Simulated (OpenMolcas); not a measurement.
**W⁵⁺ among point charges: CASSCF and CASPT2 levels and susceptibility**

How does a field of 6 point charges split the states of W⁵⁺, and what χT follows?

Program: OpenMolcas 26.06. Level of theory: state-averaged CASSCF and CASPT2, spin-orbit coupling by RASSI with atomic mean-field integrals. These are calculated values, not measurements, unless marked.

### 1 Starting point

| Quantity | Value |
| --- | --- |
| Species | W⁵⁺ (tungsten, Z = 74, 69 electrons) |
| Basis | ANO-RCC-VDZP [7s6p4d2f1g], 68 functions |
| Scalar Hamiltonian | DKH2, point nucleus |
| Inactive shells | 1s 2s 2p 3s 3p 3d 4s 4p 4d 4f 5s 5p |
| Active space | 1 electron in 5 orbitals (5d) |
| Some configurations of this space | 5d |
| Orbitals | optimised for each spin and parity, averaged over all roots |

Outer shells as boxes (Hund's rule):

5d
```
5d [↑ ][  ][  ][  ][  ]
```

The ion sits among 6 point charges of -0.75 e arranged as a trigonal antiprism (D3d), 2.07 Å from the ion, with a polar angle of 53.6° against the regular 54.74°.

Each step is its own input file, run in one work folder so that later steps find the files of earlier ones. Labels, J, g values, rates, χT and fits are worked out afterwards by a script from the matrices that RASSI stores. The input lists half of the charges; inversion (Group=XYZ) makes the rest.

### 2 One- and two-electron integrals

Input file a.inp:

```
&GATEWAY
Coord
1

W 0.0 0.0 0.0
Basis=ANO-RCC-VDZP
Group=XYZ
NoMove
AngMom=0.0 0.0 0.0
AMFI
XField
3 Angstrom 0
0.000000 1.667007 1.227187 -0.750000
1.443670 -0.833503 1.227187 -0.750000
1.443670 0.833503 -1.227187 -0.750000
&SEWARD
```

The program printed:

```text
Basis set label: W.ANO-RCC...7S6P4D2F1G.

      Electronic valence basis set:
      ------------------
      Associated Effective Charge  74.000000 au
      Associated Actual Charge     74.000000 au
      Nuclear Model: Point charge

      Shell  nPrim  nBasis  Cartesian Spherical Contaminant
         s      24       7        X
         p      21       6        X
         d      15       4                 X
         f      11       2                 X
         g       4       1                 X
                  Relativistic Douglas-Kroll-Hess integrals:
                    - DKH order of Hamiltonian: 2
                    - DKH order of Properties : 0
                  Atomic mean-field integrals
```

### 3 CASSCF: doublets of even parity, 5 roots

Input file a.inp:

```
&RASSCF
FileOrb=start.orb
Symmetry=1
Spin=2
nActEl=1 0 0
Inactive=15 19
Ras2=5 0
CIRoot=5 5 1
SDav=5
CIMx=300
Iter=120 100
PrWF=0.3
OrbListing=Nothing
MaxOrb=0
>>> COPY $Project.JobIph JOB001
```

start.orb holds the contracted functions of the basis, ordered by shell, or the orbitals of the step before.

The program printed, cut to the lines that bear on the results:

```text
[...]
      Number of active orbitals                  5
[...]
      Spin quantum number                      0.5
[...]
      Active orbitals                            5   0
[...]
      Number of CSFs                             5
      Number of root(s) required                 5
[...]
      Convergence after  8 iterations
[...]
      Natural orbitals and occupation numbers for root  1
      sym 1:   1.000000   0.000000   0.000000   0.000000   0.000000
      Natural orbitals and occupation numbers for root  2
      sym 1:   1.000000   0.000000  -0.000000   0.000000   0.000000
      Natural orbitals and occupation numbers for root  3
      sym 1:   0.000000  -0.000000   1.000000   0.000000  -0.000000
::    RASSCF root number  1 Total energy: -16128.22517399
::    RASSCF root number  2 Total energy: -16128.22517398
::    RASSCF root number  3 Total energy: -16128.22304792
::    RASSCF root number  4 Total energy: -16128.20493645
::    RASSCF root number  5 Total energy: -16128.20493642
```

### 4 State interaction with spin-orbit coupling

Input file a.inp:

```
&RASSI
NrOfJobIphs=1 5
1 2 3 4 5
IphNames
JOB001
EJob
SpinOrbit
DIPRint=1.0
SOCoupling=1000.0
Subsets=2
Property=9
'ANGMOM' 1 'ANGMOM' 2 'ANGMOM' 3 'MLTPL  1' 1 'MLTPL  1' 2 'MLTPL  1' 3
'AMFI' 1 'AMFI' 2 'AMFI' 3
SOProperty=3
'ANGMOM' 1 'ANGMOM' 2 'ANGMOM' 3
```

The program printed, cut to the lines that bear on the results:

```text
SPIN-FREE ENERGIES:
  (Shifted by EMIN (a.u.) =     -16128.2251739908)
 SF State       Relative EMIN(au)   Rel lowest level(eV)    D:o, cm**(-1)      L_eff
     1             0.0000000000        0.0000000000              0.0000         2.0
     2             0.0000000069        0.0000001874              0.0015         2.0
     3             0.0021260703        0.0578533208            466.6185         2.0
     4             0.0202375382        0.5506914673           4441.6262         2.0
     5             0.0202375718        0.5506923820           4441.6336         2.0
     Dipole printing threshold changed to   1.00000000E+00
Eigenvalues of complex Hamiltonian:
   -----------------------------------
  (Shifted by EMIN (a.u.) =     -16128.2251739908)
 SO State       Relative EMIN(au)   Rel lowest level(eV)    D:o, cm**(-1)     J-value
     1            -0.0219527330        0.0000000000              0.0000         0.9
     2            -0.0219527330        0.0000000000              0.0000         0.9
     3            -0.0196663918        0.0622145137            501.7939         1.4
     4            -0.0196663918        0.0622145137            501.7939         1.4
     5             0.0187379705        1.1072504518           8930.5772         1.8
     6             0.0187379705        1.1072504518           8930.5772         1.8
     7             0.0323119797        1.4766180570          11909.7278         1.9
     8             0.0323119797        1.4766180570          11909.7278         1.9
     9             0.0331703618        1.4999758257          12098.1209         2.1
    10             0.0331703618        1.4999758257          12098.1209         2.1
Weights of the five most important spin-orbit-free states for each spin-orbit state.
[...]
```

Time for these steps: 2.9 s (1 thread, shared host).

Spin-free states, with their symmetry labels:

| state | degeneracy | E (cm-1) | free-ion L (%) |
| --- | --- | --- | --- |
| 2E | 2 | 0 | D (100) |
| 2A1 | 1 | 467 | D (100) |
| 2E | 2 | 4442 | D (100) |

With spin-orbit coupling:

```tsv
E (cm-1)	Degeneracy	Label	2S+1	g
0.0	2	E3/2	2	0.00 0.00 2.14
501.8	2	E1/2	2	0.89 1.39 1.39
8931	2	E1/2	2	1.65 1.65 2.70
11910	2	E1/2	2	1.74 1.74 2.19
12098	2	E3/2	2	0.00 0.00 3.55
```

Principal g values are given for doublets only; a zero marks a field direction without first-order Zeeman splitting.

Powder χT (cm³ K/mol): 0.14 at 2 K, 0.15 at 5 K, 0.15 at 10 K, 0.15 at 20 K, 0.16 at 50 K, 0.18 at 100 K, 0.19 at 150 K, 0.21 at 200 K, 0.22 at 250 K, 0.23 at 300 K.

### 5 CASPT2: IPEA 0.25, imaginary shift 0.1 (closed shells correlated: 4f 5s 5p)

Input file a.inp:

```
>>> COPY JOB001 $Project.JobIph
&CASPT2
Multistate=5 1 2 3 4 5
NoMult
Frozen=14 9
IPEA=0.25
Imaginary=0.1
MaxIter=60
WThr=0.0 0.3 0.05
PrWF=0.5
NoMix
```

The program printed:

```text
Orbital specifications:
      -----------------------

      Symmetry species                           1   2
                                                ag  au
      Frozen orbitals                           14   9
      Inactive orbitals                          1  10
      Active orbitals                            5   0
      Secondary orbitals                        16  13
      Deleted orbitals                           0   0
      Number of basis functions                 36  32
Type of calculation                        SS-CASPT2
      Fock operator                              state-specific
      IPEA shift                                 0.25
      Real shift                                 0.00
      Imaginary shift                            0.10
      The input orbitals will be transformed to quasi-canonical
Reference energy:      -16128.2251739908
      E2 (Non-variational):      -0.7248573597
      Shift correction:          -0.0000967705
      E2 (Variational):          -0.7249541302
      Total energy:          -16128.9501281210
      Residual norm:              0.0000000880
      Reference weight:           0.93153
      Contributions to the CASPT2 correlation energy
      Active & Virtual Only:         -0.0000000000
      One Inactive Excited:          -0.0434935247
      Two Inactive Excited:          -0.6813638350
Reference energy:      -16128.2251739839
      E2 (Non-variational):      -0.7251015303
      Shift correction:          -0.0000970405
      E2 (Variational):          -0.7251985708
      Total energy:          -16128.9503725547
      Residual norm:              0.0000000892
      Reference weight:           0.93145
      Contributions to the CASPT2 correlation energy
      Active & Virtual Only:         -0.0000000000
      One Inactive Excited:          -0.0437393267
      Two Inactive Excited:          -0.6813622036
::    CASPT2 Root  1     Total energy: -16128.95012812
::    CASPT2 Root  2     Total energy: -16128.95037255
::    CASPT2 Root  3     Total energy: -16128.94769552
::    CASPT2 Root  4     Total energy: -16128.93025240
::    CASPT2 Root  5     Total energy: -16128.92999846
```

This run took 1.4 s in all on 1 thread, shared host.

SS-CASPT2: lowest energy less the reference's lowest, -0.7251 hartree; reference weights 0.931 to 0.932.

Spin-free states, with their symmetry labels:

| state | degeneracy | E (cm-1) | free-ion L (%) |
| --- | --- | --- | --- |
| 2E | 2 | 0 | D (100) |
| 2A1 | 1 | 561 | D (100) |
| 2E | 2 | 4417 | D (100) |

With spin-orbit coupling:

| E (cm-1) | Degeneracy | Label | 2S+1 | g |
| --- | --- | --- | --- | --- |
| 0 | 2 | E3/2 | 2 | 0.00 0.00 2.14 |
| 550 | 2 | E1/2 | 2 | 0.88 1.40 1.40 |
| 8960 | 2 | E1/2 | 2 | 1.62 1.62 2.74 |
| 11920 | 2 | E1/2 | 2 | 1.78 1.78 2.14 |
| 12080 | 2 | E3/2 | 2 | 0.00 0.00 3.55 |

Powder χT (cm³ K/mol): 0.14 at 2 K, 0.15 at 5 K, 0.15 at 10 K, 0.15 at 20 K, 0.16 at 50 K, 0.17 at 100 K, 0.19 at 150 K, 0.20 at 200 K, 0.22 at 250 K, 0.22 at 300 K.

### 6 The methods side by side

A. CASSCF
B. SS-CASPT2, IPEA 0.25, imaginary shift 0.1 (closed shells correlated: 4f 5s 5p)

| method | ground state | first state of that spin (cm-1) | first gap with spin-orbit (cm-1) | χT at 300 K |
| --- | --- | --- | --- | --- |
| A | 2E | 2A1 466.6 | 501.8 | 0.23 |
| B | 2E | 2A1 560.7 | 547.5 | 0.22 |

### 7 What came out

| quantity | value |
| --- | --- |
| method | SS-CASPT2, IPEA 0.25, imaginary shift 0.1 (closed shells correlated: 4f 5s 5p) |
| spin-free ground state | 2E, 2-fold in its orbital part |
| first state of the same spin within the active space | 2A1 at 561 cm⁻¹ |
| lowest level | 2-fold E3/2, g = 0.00, 0.00, 2.14 |
| next level | 547.5 cm⁻¹ |
| χT at 300 K | 0.22 cm³ K/mol |
| effective moment at 300 K | 1.34 μB |

Cost by method:

| method | time of its own steps | time with the reference |
| --- | --- | --- |
| A. CASSCF | 2.9 s | 2.9 s |
| B. SS-CASPT2, IPEA 0.25, imaginary shift 0.1, +4f 5s 5p | 1.4 s | 4.3 s |

Times are of one thread on a shared host.

What this shows: The spin-free ground state (2E) comes to 100 % from free-ion D terms and keeps the highest spin of the shell. χT at 300 K is 0.22, against 0.38 cm³ K/mol for the spin alone, so orbital moment lowers it. CASPT2 does not keep the components of a term degenerate, and the means are used. The field of point charges can differ much from that of real complexes. This is an electrostatic model: the charges have no orbitals.
